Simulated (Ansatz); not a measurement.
# GaAs: the cost of one run

Program: Ansatz 0.2.0. Level of theory: DFT PBE, scalar-relativistic, plane waves, PAW, and further levels as typed in the inputs. These are calculated values, not measurements.

## 1. The system as given

Symmetry: I-4m2, No. 119, tetragonal system. Conventional cell: a = 3.997 Å, b = 3.997 Å, c = 5.596 Å, α = 90.00°, β = 90.00°, γ = 90.00°. Ga (site symmetry -4m2) has 4 As at 2.44 Å as nearest neighbours. As (site symmetry -4m2) is surrounded by 4 Ga at 2.44 Å.

Coordinates:

```cif
data_structure
_symmetry_space_group_name_H-M 'I-4m2'
_symmetry_Int_Tables_number 119
_cell_length_a 3.9973
_cell_length_b 3.9973
_cell_length_c 5.5965
_cell_angle_alpha 90.000
_cell_angle_beta 90.000
_cell_angle_gamma 90.000
_cell_volume 89.42
loop_
_atom_site_label
_atom_site_type_symbol
_atom_site_symmetry_multiplicity
_atom_site_Wyckoff_symbol
_atom_site_fract_x
_atom_site_fract_y
_atom_site_fract_z
_atom_site_occupancy
Ga1 Ga 2 a 0.00000 0.00000 0.00000 1
As1 As 2 d 0.00000 0.50000 0.75000 1
```

## 2. Single point: GaAs, no spin

input.yaml reads:

```yaml
crystal:
  lattice:
    - [3.997274634, 0.0, 0.0]
    - [0.0, 3.997274634, 0.0]
    - [0.0, 0.0, 5.59647]
  atoms:
    - { symbol: Ga, position: [0.0, 0.0, 0.0] }
    - { symbol: As, position: [0.5, 0.0, 0.25] }
    - { symbol: Ga, position: [0.5, 0.5, 0.5] }
    - { symbol: As, position: [0.0, 0.5, 0.75] }
scf:
  occupations: { method: fixed }
  n_extra_bands: 4
output:
  write_density: true
  write_potential: true
  elf: true
  volumetric_format: npy
kpoints:
  mp_grid: { grid: [8, 8, 6] }
hamiltonian:
  xc: pbe
```

Run with:

```sh
ansatz run input.yaml --threads 4 --pin off --max-ram 11264MiB --backend cpu --events-out ev --progress --plain --runs-dir out
```

What time and memory should one allow on 4 threads of Intel Xeon Platinum 8488C (Sapphire Rapids), shared host?

About 2.8 s, with a peak of 0.45 GiB.
